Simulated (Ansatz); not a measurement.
**CH9NOSi2: a ladder of functionals and wavefunction methods**

Aim: compute CH9NOSi2 with functionals from several rungs and with coupled cluster. The yardstick is the atomisation energy at the CCSD(T) limit.

Method: functionals in def2-TZVPP, the program's frozen cores in correlated methods; program: Ansatz 0.2.0, Gaussian basis.

Levels to be run: PBE-D4, r2SCAN-D4, PBE0-D4, B3LYP-D4, ωB97X-V, ωB97M-V, B2PLYP; CCSD(T)/def2-TZVPP; MP2/def2-QZVPP; extrapolation to the limit.

### 1 Structure used throughout

All runs share one geometry, relaxed beforehand with PBE0-D4 in a triple-zeta def2 set.

SMILES `C[Si](N)(O)[SiH3]`, 14 atoms, charge 0, spin multiplicity 1.

Atoms are counted from 1 here; the program's logs count them from 0.

Bond lengths: C1–Si2 1.866 Å, C1–H6 1.093 Å, C1–H7 1.092 Å, C1–H8 1.094 Å, Si2–N3 1.721 Å, Si2–O4 1.653 Å, Si2–Si5 2.347 Å, N3–H9 1.007 Å, N3–H10 1.007 Å, O4–H11 0.960 Å, Si5–H12 1.489 Å, Si5–H13 1.492 Å, Si5–H14 1.491 Å. Angles: Si2–C1–H6 111.3°, Si2–C1–H7 110.5°, Si2–C1–H8 110.9°, H6–C1–H7 107.8°, H6–C1–H8 108.2°, H7–C1–H8 108.0°, C1–Si2–N3 106.0°, C1–Si2–O4 112.7°, C1–Si2–Si5 112.1°, N3–Si2–O4 109.6°, N3–Si2–Si5 113.6°, O4–Si2–Si5 103.0°, Si2–N3–H9 120.3°, Si2–N3–H10 121.6°, H9–N3–H10 111.3°, Si2–O4–H11 115.7°, Si2–Si5–H12 112.9°, Si2–Si5–H13 109.8° and more.

### 2 PBE-D4 (GGA)

Contents of in.yaml:

```yaml
crystal:
  periodic: [false, false, false]
  atoms:
    - {symbol: C, position_ang: [-1.792676, -0.133965, -0.041836]}
    - {symbol: Si, position_ang: [0.008357, 0.285950, -0.290030]}
    - {symbol: N, position_ang: [0.516976, -0.607487, -1.669862]}
    - {symbol: O, position_ang: [0.257640, 1.899243, -0.551206]}
    - {symbol: Si, position_ang: [1.286087, -0.141735, 1.631738]}
    - {symbol: H, position_ang: [-1.922333, -1.185500, 0.228222]}
    - {symbol: H, position_ang: [-2.219580, 0.472616, 0.760002]}
    - {symbol: H, position_ang: [-2.367124, 0.058027, -0.953173]}
    - {symbol: H, position_ang: [0.002436, -1.420300, -1.966488]}
    - {symbol: H, position_ang: [1.488708, -0.676407, -1.925052]}
    - {symbol: H, position_ang: [-0.007537, 2.227075, -1.413671]}
    - {symbol: H, position_ang: [0.940467, 0.754934, 2.769699]}
    - {symbol: H, position_ang: [1.068823, -1.547859, 2.080172]}
    - {symbol: H, position_ang: [2.739777, 0.015410, 1.341504]}
basis:
  gaussian: {orbitals: def2-TZVPP}
hamiltonian: {xc: pbe, dispersion: d4}
output: {forces: true, orbitals: {seedname: orbitals}}
```

The run is started by

```
$ ansatz run in.yaml --threads 2 --pin off --events-out ev --progress --plain --max-ram 32768MiB --backend cuda --devices 0, --max-vram 18GiB
```

After this run come: r2SCAN-D4 (meta-GGA); PBE0-D4 (hybrid); B3LYP-D4 (hybrid); ωB97X-V (range-separated); ωB97M-V (range-separated); B2PLYP (double hybrid); CCSD(T) in def2-TZVPP; MP2 in def2-QZVPP.

Q: Predict the results of all the runs planned. Wanted: atomisation energy, CCSD(T)/CBS; farthest; mean size of error, hybrid; mean size of error, range-separated; gap, smallest and largest; T1 diagnostic; triples share of the correlation energy.

As calculated:

```
                               quantity                                          value
        atomisation energy, CCSD(T)/CBS                                  4934.3 kJ/mol
 functionals within 24.7 kJ/mol (0.5 %)  PBE-D4, r2SCAN-D4, B3LYP-D4, ωB97X-V, ωB97M-V
                               farthest                          B2PLYP (-72.9 kJ/mol)
             mean size of error, hybrid                                    27.9 kJ/mol
    mean size of error, range-separated                                     7.4 kJ/mol
              gap, smallest and largest           5.47 eV (PBE-D4), 11.81 eV (ωB97X-V)
                          T1 diagnostic                                         0.0116
triples share of the correlation energy                                          3.5 %
```

**Reading.** PBE-D4 is off by +16.4 kJ/mol. Double hybrids carry the basis error of their MP2 part in triple zeta, and no dispersion term here, so their miss is partly the set-up's. The reference freezes the cores and leaves out relativity and excitations past (T), so misses under about 24.7 kJ/mol can't be ranked. Hartree-Fock recovers 73 % of the binding; the rest is correlation. Orbital gaps span 5.5 to 11.8 eV; exact exchange widens them.
